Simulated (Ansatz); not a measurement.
The system is In3Se.

```xyz
4
Lattice="4.8038 0.0000 0.0000 0.0000 4.8038 0.0000 0.0000 0.0000 4.8038" Properties=species:S:1:pos:R:3 pbc="T T T"
In    2.4019    2.4019    0.0000
In    2.4019    0.0000    2.4019
In    0.0000    2.4019    2.4019
Se    0.0000    0.0000    0.0000
```

The cell comes from a database or a generator and needn't be the stable form of this composition.

Program: Ansatz 0.2.0. Alike in all runs: task projected density of states; potentials or basis Ansatz PAW; no spin polarisation; cell as given; k mesh 3 × 3 × 3; cutoff (eV) 420; smearing fermi-dirac 0.05 eV; the mesh is coarse, so values aren't converged.

Problem. Order these runs on this cell by their pressure, lowest first.
A. level RPBE
B. level PBEsol
C. level HSE06
D. level BLYP

Solution. B (-2.6 GPa), C (-0.8 GPa), A (1.6 GPa), D (3.9 GPa).

Caveats: all runs use coarse meshes; the PAW data sets come from PBE, with cores solved anew for the run's functional, which leaves a small shift of forces and pressure; the density of states is complete only up to the lowest level of the last band computed; the thresholds are loose for stress (some runs).

Runs at the PBE level aren't shown here.
